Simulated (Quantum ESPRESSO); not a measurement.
Here is a Quantum ESPRESSO 7.5 calculation.

pw.in

```
&CONTROL
  calculation = 'scf'
  prefix = 'pwscf'
  outdir = './tmp'
  pseudo_dir = './pseudo'
  tprnfor = .true.
  tstress = .true.
  disk_io = 'low'
/
&SYSTEM
  ibrav = 0
  nat = 2
  ntyp = 2
  ecutwfc = 70
  ecutrho = 560
  nbnd = 14
  occupations = 'smearing'
  smearing = 'fd'
  degauss = 0.00367493
/
&ELECTRONS
  conv_thr = 4d-10
  electron_maxstep = 120
  mixing_beta = 0.5
/
ATOMIC_SPECIES
Ga    69.7230 Ga.pbe-dn-kjpaw_psl.1.0.0.UPF
B     10.8100 b_pbe_v1.4.uspp.F.UPF
CELL_PARAMETERS angstrom
   2.7182400000    0.0000000000    0.0000000000
   0.0000000000    2.7182400000    0.0000000000
   0.0000000000    0.0000000000    3.2362100000
ATOMIC_POSITIONS crystal
Ga     0.5000000000    0.5000000000    0.5000000000
B      0.0000000000    0.0000000000    0.0000000000
K_POINTS automatic
10 10 8 0 0 0
```

File pp_density.in:

```
&INPUTPP
  prefix = 'pwscf'
  outdir = './tmp'
  filplot = 'density.dat'
  plot_num = 0
/
&PLOT
  nfile = 1
  filepp(1) = 'density.dat'
  iflag = 3
  output_format = 6
  fileout = 'density.cube'
/
```

pp_potential.in

```
&INPUTPP
  prefix = 'pwscf'
  outdir = './tmp'
  filplot = 'potential.dat'
  plot_num = 11
/
&PLOT
  nfile = 1
  filepp(1) = 'potential.dat'
  iflag = 3
  output_format = 6
  fileout = 'potential.cube'
/
```

Potentials or basis: SSSP 1.3 efficiency PBE.

The run is started by

```sh
$ OMP_NUM_THREADS=1 pw.x -in pw.in > pw.out
$ OMP_NUM_THREADS=1 pp.x -in pp_density.in > pp_density.out
$ OMP_NUM_THREADS=1 pp.x -in pp_potential.in > pp_potential.out
```

**Question.** Estimate the pressure.

**Answer.** -0.3 GPa.

**Question.** Predict the band gap on the k mesh.

**Answer.** None (metal or under the smearing width).

Stress tensor (GPa, compression positive):
```
-0.05  0.00  0.00
 0.00 -0.05  0.00
 0.00  0.00 -0.80
```
